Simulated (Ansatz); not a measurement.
# GeH5N2: the cost of one run

Method: UKS r2SCAN0-D4/def2-SVP; program: Ansatz 0.2.0.

### Step 1. Starting geometry

SMILES `[NH][GeH2][NH2]`, 8 atoms, charge 0, spin multiplicity 2.

Atoms are counted from 1 here; the program's logs count them from 0.

Bond lengths: N1–Ge2 1.875 Å, N1–H4 1.044 Å, Ge2–N3 1.847 Å, Ge2–H5 1.574 Å, Ge2–H6 1.556 Å, N3–H7 1.027 Å, N3–H8 1.026 Å. Angles: Ge2–N1–H4 106.8°, N1–Ge2–N3 104.2°, N1–Ge2–H5 106.1°, N1–Ge2–H6 114.4°, N3–Ge2–H5 116.7°, N3–Ge2–H6 106.8°, H5–Ge2–H6 108.8°, Ge2–N3–H7 112.3°, Ge2–N3–H8 113.5°, H7–N3–H8 108.1°.

Coordinates:

```xyz
8

N    -1.7276   -0.1384   -0.4893
Ge    0.0328    0.4303   -0.1812
N     0.7498   -0.8825    0.9022
H    -2.2306    0.6627   -0.9309
H     0.6876    0.6131   -1.6004
H     0.1487    1.7711    0.6002
H     0.7093   -1.8116    0.4667
H     1.7220   -0.7018    1.1768
```

This geometry comes from a loose relaxation at PBE in a small basis, which is not shown.

### Step 3. The grid

- dihedral H4–N1–Ge2–N3: 12 values from −180 to 150 °, periodic
- dihedral N1–Ge2–N3–H7: 12 values from −180 to 150 °, periodic

Nothing else is relaxed (all other coordinates rigid). Energies count from the relaxed molecule at the same level. Points are written as (first, second).

(The set-up runs are not shown.)

### Step 4. Point (−180°, −150°)

Input file input.yaml:

```yaml
crystal:
  periodic: [false, false, false]
  atoms:
    - { symbol: "N", position_ang: [-1.677839, -0.138561, -0.521534] }
    - { symbol: Ge, position_ang: [0.049214, 0.440216, -0.187904] }
    - { symbol: "N", position_ang: [0.903677, -1.03494, 0.437265] }
    - { symbol: H, position_ang: [-2.242438, 0.637404, -0.882706] }
    - { symbol: H, position_ang: [0.563403, 1.001361, -1.532054] }
    - { symbol: H, position_ang: [0.148531, 1.526678, 0.890396] }
    - { symbol: H, position_ang: [1.652586, -0.84136, 1.090112] }
    - { symbol: H, position_ang: [0.319429, -1.77302, 0.806673] }
magnetization:
  spin_polarized: true
  initial_magnetization: 1
basis:
  gaussian: { orbitals: def2-SVP }
hamiltonian:
  xc: { name: r2SCAN0 }
  dispersion: d4
output:
  forces: true
```

The run is started by

```bash
$ ansatz run input.yaml --threads 1 --pin off --max-ram 2560MiB --backend cpu --events-out ev --progress --plain --runs-dir out
```

What time and memory should one allow on 1 thread of Arm Neoverse V2, shared host?

About 9.2 s, with a peak of 0.26 GiB.
